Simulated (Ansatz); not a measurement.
# Two structures of P: comparison of enthalpies under pressure

The task here is to estimate one member of a computed series from the others.

Computed with Ansatz 0.2.0 through its Python package. Level of theory: DFT r2SCAN, plane waves, PAW.

### The structure

P Fm-3m: It takes space group Fm-3m (No. 225, cubic). The conventional cell has a = 3.880 Å, b = 3.880 Å, c = 3.880 Å, α = 90.00°, β = 90.00°, γ = 90.00°. Around P (site symmetry m-3m) lie 12 P at 2.74 Å.

P Pm-3m: Symmetry: Pm-3m, No. 221, cubic system. The conventional cell has a = 2.530 Å, b = 2.530 Å, c = 2.530 Å, α = 90.00°, β = 90.00°, γ = 90.00°. P (site symmetry m-3m) is surrounded by 6 P at 2.53 Å.

No structure file is read: the coordinates are typed or built in the script.

Set-up of the first run:

File transition_p.py:

```python
"""Pressure at which two phases of P cross."""

import warnings

import ansatz as az
import numpy as np
from tabulate import tabulate


def fcc(first, a):
    return (
        az.Lattice.fcc(a)
        .space_group(225)
        .atom(first, [0, 0, 0])
        .primitive()
    )


def sc(A, a):
    return (
        az.Lattice.cubic(a)
        .space_group(221)
        .atom(A, [0, 0, 0])
    )


def run_phase(name, crystal, pressure=0.0):
    calc = (
        crystal.calculation()
        .functional("r2SCAN")
        .basis(650)
        .kpoints(spacing=0.15)
        .occupations("gaussian", width=0.05)
    )
    calc = calc.relax(force_tolerance=0.01, cell=True, pressure=pressure)
    return calc.run(threads=1)


def volume_per_atom(outcome):
    return abs(np.linalg.det(outcome.lattice.cell_ang)) / len(outcome.lattice.sites)

warnings.simplefilter("ignore", az.DeckWarning)

phases = {}
phases["fcc"] = fcc("P", 3.88)
phases["sc"] = sc("P", 2.53)

# enthalpy per atom at each pressure
pressures = [0, 15, 30, 45]
enthalpy, volume = {name: [] for name in phases}, {name: [] for name in phases}
for p in pressures:
    for name, crystal in phases.items():
        o = run_phase(name, crystal, pressure=p)
        volume[name].append(volume_per_atom(o))
        enthalpy[name].append(o.report["energy_sigma0_ev"] / len(o.lattice.sites) + p * volume[name][-1] / 160.21766)
gap = np.array(enthalpy["sc"]) - np.array(enthalpy["fcc"])
rows = [(p, va, vb, 1000 * d) for p, va, vb, d in zip(pressures, volume["fcc"], volume["sc"], gap)]
print(tabulate(rows, headers=["P (GPa)", "V fcc (A^3/atom)", "V sc (A^3/atom)", "H(sc) - H(fcc) (meV/atom)"], floatfmt=".4f", tablefmt="plain"))
crossings = [p0 - g0 * (p1 - p0) / (g1 - g0) for p0, p1, g0, g1 in zip(pressures, pressures[1:], gap, gap[1:]) if g0 * g1 < 0]
print("crossing near", [round(float(p), 1) for p in crossings], "GPa") if crossings else print("no crossing in this range")
```

Launch:

```console
$ python transition_p.py
```

Among the steps run: Running it.

One of the session's tables, all rows but one given; the rest of the session is left out.

Enthalpy H = E + pV of the second structure less the first:

| pressure (GPa) | ΔH (meV/atom) |
| --- | --- |
| 0 | -961.1 |
| 15 | -963.2 |
| 30 | ? |
| 45 | -866.2 |

Q: Estimate the row for pressure (GPa) = 30 from the others.

Worked estimate for «ΔH (meV/atom)». A straight line through the neighbours (15, -963.2) and (45, -866.2) gives -963.2 + (-866.2 + 963.2) × (30 − 15) / (45 − 15) = -914.7; a parabola fitted to 3 rows on both sides gives -931.6.

The run gave: ΔH (meV/atom): -926.6. In «ΔH (meV/atom)» the line misses by +11.9 and the parabola by -5.0.

Limits of these values: Only these two structures are compared, at zero temperature and with their symmetry kept; either may be hypothetical, and another phase may be lower than both.
